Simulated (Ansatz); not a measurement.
**BGeHF+ (quintet): the correlation ladder, cc-pVDZ**

The task here is to estimate one member of a computed series from the others.

Method: cc-pVDZ, core rule «outside noble gas», up to 16 orbitals frozen; program: Ansatz 0.2.0, Gaussian basis.

The runs, in order: UHF; CCSD(T) on ROHF; CCSD(T) on UHF; BCCD(T) on ROHF; CISD as a restricted active space (open shells left free, so some higher excitations enter); CCSDT(Q) on ROHF; CCSDT(Q) on UHF.

19 further runs of the same task are left out: 7 that didn't finish, 12 set aside as unsound or not needed. Runs told in other sessions of the task aren't counted.

## The geometry

The geometry is a PBE0/def2-TZVP stationary point (not a proven minimum) of the parent state, kept for this charge and spin. No spin-orbit coupling is included. The filled d shell of Ge may be among the frozen orbitals whatever the setting's name suggests.

4 atoms, charge 1, spin multiplicity 5.

Atoms are counted from 1 here; the program's logs count them from 0.

Bond lengths: F1–B2 1.313 Å, B2–Ge3 2.044 Å, Ge3–H4 1.540 Å. Angles: F1–B2–Ge3 118.5°, B2–Ge3–H4 124.6°.

Set-up of the first run:

in.yaml

```yaml
crystal:
  periodic: [false, false, false]
  atoms:
    - {symbol: F, position_ang: [0.000000, -0.189970, 2.185434]}
    - {symbol: B, position_ang: [0.000000, 0.665666, 1.189921]}
    - {symbol: Ge, position_ang: [0.000000, -0.060678, -0.721086]}
    - {symbol: H, position_ang: [0.000000, 0.813817, -1.988494]}
basis:
  gaussian: {orbitals: cc-pVDZ}
total_charge: 1
magnetization: {spin_polarized: true, initial_magnetization: 4}
hamiltonian: {xc: hf}
output: {orbitals: {seedname: orbitals}}
```

Started as:

```console
$ ansatz run in.yaml --threads 1 --pin off --events-out ev --progress --plain --max-ram 2393MiB
```

Steps of the session up to this table: UHF; CCSD(T) on ROHF; CCSD(T) on UHF; BCCD(T) on ROHF; CISD as a restricted active space (open shells left free, so some higher excitations enter); CCSDT(Q) on ROHF; CCSDT(Q) on UHF.

One table of the session follows, with a row left open; its other results are not shown here.

It belongs to the step «Misses and costs». 

| method | from RCCSDT(Q) (kJ/mol) |
| --- | --- |
| ROHF | +853.7 |
| UHF | +834.8 |
| RMP2 | +88.7 |
| UMP2 | ? |
| RCCSD | +28.7 |
| UCCSD | +26.4 |
| RCCSD(T) | +5.0 |
| UCCSD(T) | +3.4 |
| BCCD(T) | +4.5 |
| RCCSDT | +1.3 |
| UCCSDT | -0.3 |
| RCCSDT(Q) | 0 |
| UCCSDT(Q) | -2.3 |

Q: Estimate the row for UMP2 from the others.

As computed: from RCCSDT(Q) (kJ/mol): +86.2. In the column «from RCCSDT(Q) (kJ/mol)» it lies between RCCSD (+28.7) and RMP2 (+88.7).

Not comparable, so not listed: CISD as a restricted active space (open shells left free, so some higher excitations enter) (they don't share determinant, frozen orbitals or solution with the rows shown, or repeat one).

To keep in mind: Restricted and unrestricted rows rest on different reference determinants; a gap between their highest levels can come from leftover correlation error, from unlike frozen cores or from another state.
